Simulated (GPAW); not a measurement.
# InSe2: band structure with PBE

InSe2:

```xyz
6
Lattice="3.8949 0.0000 0.0000 0.0000 3.8949 0.0000 0.0000 0.0000 9.6262" Properties=species:S:1:pos:R:3 pbc="T T T"
In    1.9474    0.0000    2.8256
In    0.0000    1.9474    6.8006
Se    1.9474    1.9474    0.0000
Se    0.0000    0.0000    0.0000
Se    1.9474    0.0000    6.1010
Se    0.0000    1.9474    3.5252
```

The cell comes from a database or a generator and needn't be the stable form of this composition.

* Program: GPAW 26.7.0
* Task: band structure
* Functional: PBE
* Potentials or basis: GPAW PAW data sets (gpaw-data 1.2.1)
* Cutoff: 600 eV
* Basis: pw
* k mesh: 6 × 6 × 3
* Occupations: fermi-dirac, width 0.05 eV
* Spin: no spin polarisation
* Maxiter: 150
* Band path: GXMGZRAZ,XR,MA
* Band points: 80

```
Pressure                : -0.4 GPa
Largest force           : 0.065 eV/Å
Band gap along the path : none (metal or under the smearing width)
```

Forces in eV/Å, atoms in the order of the input:
```
In   0.000  0.000 -0.053
In   0.000  0.000  0.053
Se   0.000  0.000  0.000
Se   0.000  0.000  0.000
Se   0.000  0.000  0.065
Se   0.000  0.000 -0.065
```

Stress tensor (GPa, compression positive):
```
-0.65  0.00  0.00
 0.00 -0.65  0.00
 0.00  0.00 -0.04
```

Levels at the corners of the path, in eV from the Fermi level:
```tsv
point	band 21	band 22	band 23	band 24	band 25	band 26	band 27	band 28	band 29	band 30
Γ	-2.32	-2.00	-1.72	-1.72	0.31	0.58	2.97	2.97	3.40	4.39
X	-1.72	-1.72	-1.18	-1.18	-0.97	-0.97	1.74	1.74	3.09	3.09
M	-3.56	-3.56	-1.42	-1.42	-1.04	-1.04	2.75	2.75	3.96	3.96
Γ	-2.32	-2.00	-1.72	-1.72	0.31	0.58	2.97	2.97	3.40	4.39
Z	-2.43	-1.66	-1.66	-1.13	0.31	0.63	2.07	2.97	2.97	3.70
R	-1.51	-1.51	-0.98	-0.98	-0.91	-0.91	1.19	1.19	3.45	3.45
A	-3.40	-3.40	-1.65	-1.65	-1.41	-1.41	3.55	3.55	4.59	4.59
Z	-2.43	-1.66	-1.66	-1.13	0.31	0.63	2.07	2.97	2.97	3.70
X	-1.72	-1.72	-1.18	-1.18	-0.97	-0.97	1.74	1.74	3.09	3.09
R	-1.51	-1.51	-0.98	-0.98	-0.91	-0.91	1.19	1.19	3.45	3.45
M	-3.56	-3.56	-1.42	-1.42	-1.04	-1.04	2.75	2.75	3.96	3.96
A	-3.40	-3.40	-1.65	-1.65	-1.41	-1.41	3.55	3.55	4.59	4.59
```

Wall time 6.3 min on 1 thread of Arm Neoverse V1 (shared host), peak memory 0.84 GiB.

Caveat: spin-orbit coupling is left out, which moves the levels of the heavy elements.
